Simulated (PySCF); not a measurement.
# GaGe+: from the state search to spectroscopic constants

Aim: find the lowest electronic state of GaGe+, scan its bond at several levels of theory, and get bond length, wavenumber and dissociation energy from each curve.

Method: Ga pcseg-1, Ge pcseg-1, no relativity; program: PySCF 2.14.0.

## 1. Set-up

A driver script around PySCF takes these settings:

```yaml
atoms: Ga, Ge
charge: 1
basis: Ga pcseg-1, Ge pcseg-1
Hamiltonian: no relativity
basis_functions: 54
electrons_treated: 62
masses_in_u: 68.9256, 73.9212
levels: PBE0, PBE, r²SCAN, B97-3, BHandHLYP, BP86, HF, MP2, SCS-MP2
grid: 80 radial by 434 angular points
occupations: held fixed by the projection of orbital angular momentum
dissociation_limit: Ga+ + Ge, each in its ground configuration
starting_distance_in_angstrom: 2.465
values_of_2S_to_try: 0, 2
```

On the command line:

```sh
OMP_NUM_THREADS=1 python dia.py task.json out
```

After this run come: First curve: PBE0; Other states along the same grid; PBE (GGA); r²SCAN (meta-GGA); B97-3; BHandHLYP; BP86; UHF.

**Question.** What will these runs give? Wanted: for each run, Re; ωe; De; μ.

As calculated:

Lowest PBE0 solution found, without spin–orbit coupling: ³Π (triplet), unpaired electrons σ ↑, π ↑. State 2 has its PBE0 minimum 0.23 eV higher, as a spin-mixed determinant (⟨S²⟩ = 1.01), so this is no gap between pure states. The other levels ran on the lowest alone.

```
      level  Re (Å)  ωe (cm⁻¹)  De (eV)  μ (D)
        UHF   3.111       91.5     0.57  -2.73
    UHF-MP2   2.994      104.7     0.75    n/a
UHF-SCS-MP2   3.033       99.4     0.69    n/a
        PBE   2.909      113.9     1.14  -1.28
       BP86   2.919      111.6     1.11  -1.33
     r²SCAN   2.863      118.8     1.10  -1.37
       PBE0   2.891      116.4     1.03  -1.54
      B97-3   2.969      104.8     0.92  -1.88
  BHandHLYP   2.947      108.7     0.88  -1.85
```

De is counted to Ga+ + Ge in their ground configurations. A positive dipole points from Ga to Ge; in an ion it is taken about the centre of mass and does not tell which atom is negative.

Bond lengths run from 2.863 Å (r²SCAN) to 3.111 Å (UHF). Of the levels with a De here, UHF gives the least (0.57 eV) and PBE the most (1.14 eV).

Correlated steps freeze 18 core orbitals.
